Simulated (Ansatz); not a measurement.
I need a single point from an input written key by key of BGeH6NOSi, SMILES [SiH3]B1[NH][GeH2][O]1. Use the Python package of Ansatz (0.2.0). Settings: r2SCAN, def2-SVP basis, multiplicity 1.

The script reads `bgeh6nosi.yaml`:
```yaml
crystal:
  periodic: [false, false, false]
  atoms:
    - { symbol: Si, position_ang: [-1.9252, 0.4716, 0.6862] }
    - { symbol: B, position_ang: [-0.0906, 0.4899, 0.224] }
    - { symbol: "N", position_ang: [1.009, -0.5076, 0.6197] }
    - { symbol: Ge, position_ang: [2.0192, -0.3121, -0.9192] }
    - { symbol: O, position_ang: [0.6332, 0.8158, -1.0861] }
    - { symbol: H, position_ang: [-2.1313, 0.3714, 2.126] }
    - { symbol: H, position_ang: [-2.6252, -0.5863, -0.0151] }
    - { symbol: H, position_ang: [-2.5222, 1.8141, 0.2464] }
    - { symbol: H, position_ang: [0.6227, -1.4474, 0.6642] }
    - { symbol: H, position_ang: [1.7722, -1.5441, -1.829] }
    - { symbol: H, position_ang: [3.3035, 0.3777, -0.6965] }
basis:
  gaussian: { orbitals: def2-SVP }
hamiltonian:
  xc: r2scan
output:
  forces: true
```

Script `deck_bgeh6nosi.py`:
```python
'''Run BGeH6NOSi from an input written out key by key.'''

import ansatz
import numpy as np


def main() -> None:
    session = ansatz.Session.from_deck('bgeh6nosi.yaml')
    rep = session.plan(threads=1).execute().report

    print('reference energy %16.6f eV' % rep['reference_energy_ev'])
    print('total energy     %16.6f eV' % rep['free_energy_ev'])
    print('occupied orbitals outside the frozen core (up, down):', rep['n_occupied'], ' frozen:', rep['n_frozen'], ' virtual:', rep['n_virtual'])
    symbols = ['Si', 'B', 'N', 'Ge', 'O', 'H', 'H', 'H', 'H', 'H', 'H']
    field = rep['mean_field']
    print('<S^2> =', round(abs(field['state']['spin_squared']), 4), ' all-electron relativity setting:', field['relativity'])
    print('passes:', field['passes'])
    if 'symmetry' in field:
        print('occupied orbitals by irrep:', field['symmetry']['occupied'])

    forces = np.array(rep['forces_ev_ang'])
    print('largest force', round(float(np.linalg.norm(forces, axis=1).max()), 4), 'eV/A, rms', round(float(np.sqrt((forces ** 2).mean())), 4))
    charges = rep['charge_distribution']
    print('dipole moment', round(4.803205 * float(np.linalg.norm(charges['dipole_moment_e_ang'])), 3), 'D')
    print('Mulliken:', [(s, round(q, 3)) for s, q in zip(symbols, charges['mulliken_charges_e'])])


if __name__ == '__main__':
    main()
```

Running `python deck_bgeh6nosi.py` prints:
```text
reference energy    -68690.915706 eV
total energy        -68690.915706 eV
occupied orbitals outside the frozen core (up, down): [36, 36]  frozen: 0  virtual: [86, 86]
<S^2> = 0.0  all-electron relativity setting: none
passes: {'evaluations': 17, 'products': 12}
occupied orbitals by irrep: [{'A': 36}, {'A': 36}]
largest force 8.5553 eV/A, rms 1.8305
dipole moment 2.75 D
Mulliken: [('Si', 0.176), ('B', 0.219), ('N', -0.376), ('Ge', 0.633), ('O', -0.486), ('H', -0.057), ('H', -0.059), ('H', -0.058), ('H', 0.124), ('H', -0.062), ('H', -0.054)]
```

What to keep in mind:
- Total energies depend on the basis set; only differences at equal settings carry meaning.
- The geometry is a force-field or estimated start, not a minimum of this method, and the basis set is short of its limit.
- Finished in 8.7 s on 1 thread of Arm Neoverse V2, on a shared host, peak memory 0.24 GiB.
